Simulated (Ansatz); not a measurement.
# C₂H₈InN: one species, many methods

The task here is to estimate one member of a computed series from the others.

Method: functionals in def2-TZVPP, the program's frozen cores in correlated methods; program: Ansatz 0.2.0, Gaussian basis.

Levels to be run: LDA (SPW92), PBE-D4, revPBE-D4, BLYP-D4, r2SCAN-D4, B97M-V, PBE0-D4, B3LYP-D4, r2SCANh-D4, r2SCAN0-D4, HSE06-D4, BHLYP-D4, CAM-B3LYP-D4, LC-ωPBE, ωB97X-V, ωB97M-V, B2PLYP, PBE-QIDH; CCSD(T)/def2-SVP; CCSD(T)/def2-TZVPP; MP2/def2-QZVPP; extrapolation to the limit; RPA on PBE.

## The relaxed structure

The geometry comes from an earlier relaxation with PBE0-D4 in a triple-zeta def2 set; it is a stationary point, not always the lowest conformer. In takes the def2 core potential; no spin-orbit term is included.

SMILES `C[CH2][InH][NH2]`, 12 atoms, charge 0, spin multiplicity 1.

Atoms are counted from 1 here; the program's logs count them from 0.

Bond lengths: C1–C2 1.523 Å, C1–H5 1.093 Å, C1–H6 1.093 Å, C1–H7 1.095 Å, C2–In3 2.157 Å, C2–H8 1.094 Å, C2–H9 1.094 Å, In3–N4 2.017 Å, In3–H10 1.717 Å, N4–H11 1.006 Å, N4–H12 1.006 Å. Angles: C2–C1–H5 111.8°, C2–C1–H6 111.8°, C2–C1–H7 111.7°, H5–C1–H6 107.0°, H5–C1–H7 107.1°, H6–C1–H7 107.1°, C1–C2–In3 113.4°, C1–C2–H8 111.0°, C1–C2–H9 111.0°, In3–C2–H8 107.6°, In3–C2–H9 107.6°, H8–C2–H9 105.8°, C2–In3–N4 112.8°, C2–In3–H10 133.0°, N4–In3–H10 114.3°, In3–N4–H11 124.7°, In3–N4–H12 124.3°, H11–N4–H12 111.0°.

As a file:

```xyz
12
charge 0, multiplicity 1
C    -1.32431   -0.86139   -0.29625
C    -0.06296   -1.21413    0.48061
In    1.38601    0.38222    0.53445
N     0.78092    2.01942   -0.47633
H    -1.10371   -0.61575   -1.33845
H    -1.83792    0.00261    0.13373
H    -2.04000   -1.69047   -0.30495
H    -0.30089   -1.48053    1.51452
H     0.42841   -2.09241    0.05190
H     2.93512    0.53322    1.26000
H     1.31545    2.86708   -0.56649
H    -0.09911    2.09502   -0.95874
```

Set-up of the first run:

The input, in.yaml:

```yaml
crystal:
  periodic: [false, false, false]
  atoms:
    - {symbol: C, position_ang: [-1.324312, -0.861392, -0.296246]}
    - {symbol: C, position_ang: [-0.062963, -1.214127, 0.480613]}
    - {symbol: In, position_ang: [1.386011, 0.382220, 0.534451]}
    - {symbol: N, position_ang: [0.780917, 2.019416, -0.476330]}
    - {symbol: H, position_ang: [-1.103714, -0.615749, -1.338454]}
    - {symbol: H, position_ang: [-1.837919, 0.002610, 0.133727]}
    - {symbol: H, position_ang: [-2.040003, -1.690467, -0.304945]}
    - {symbol: H, position_ang: [-0.300888, -1.480535, 1.514515]}
    - {symbol: H, position_ang: [0.428411, -2.092408, 0.051901]}
    - {symbol: H, position_ang: [2.935119, 0.533225, 1.259996]}
    - {symbol: H, position_ang: [1.315451, 2.867082, -0.566491]}
    - {symbol: H, position_ang: [-0.099111, 2.095024, -0.958736]}
basis:
  gaussian: {orbitals: def2-TZVPP}
hamiltonian: {xc: lda}
output: {orbitals: {seedname: orbitals}}
```

Launch:

```console
$ ansatz run in.yaml --threads 4 --pin off --events-out ev --progress --plain --max-ram 10444MiB
```

Steps of the session up to this table: LDA; PBE-D4 (GGA); revPBE-D4 (GGA); BLYP-D4 (GGA); r2SCAN-D4 (meta-GGA); B97M-V (meta-GGA); PBE0-D4 (hybrid); B3LYP-D4 (hybrid); r2SCANh-D4 (hybrid); r2SCAN0-D4 (hybrid); HSE06-D4 (hybrid); BHLYP-D4 (hybrid); CAM-B3LYP-D4 (range-separated); LC-ωPBE (range-separated); ωB97X-V (range-separated); ωB97M-V (range-separated); B2PLYP (double hybrid); PBE-QIDH (double hybrid).

One table of the session follows, with a row left open; its other results are not shown here.

It belongs to the step «Orbital energies across the functionals». 

```
  functional  HOMO (eV)  gap (eV)
 LDA (SPW92)      -5.63      3.98
      PBE-D4      -5.42      4.00
   revPBE-D4      -5.33      4.03
     BLYP-D4      -5.31      3.92
   r2SCAN-D4      -5.65      4.52
      B97M-V      -5.71      4.29
     PBE0-D4      -6.70      5.97
    B3LYP-D4      -6.48      5.49
  r2SCANh-D4      -6.14      5.24
  r2SCAN0-D4          ?         ?
    HSE06-D4      -6.29      5.21
    BHLYP-D4      -7.93      7.80
CAM-B3LYP-D4      -8.13      8.17
     LC-ωPBE      -9.54     10.62
     ωB97X-V      -9.16     10.12
     ωB97M-V      -9.09      9.71
```

Q: Estimate the row for r2SCAN0-D4 from the others.

Worked estimate for «HOMO (eV)». Against the share of exact exchange, r2SCAN-D4 (0, -5.65), r2SCANh-D4 (0.1, -6.14) give a slope of -4.90 per unit share; at 0.25 the line stands at -6.87.

**Answer.** HOMO (eV): -6.88; gap (eV): 6.33. In «HOMO (eV)» the line misses by +0.01.
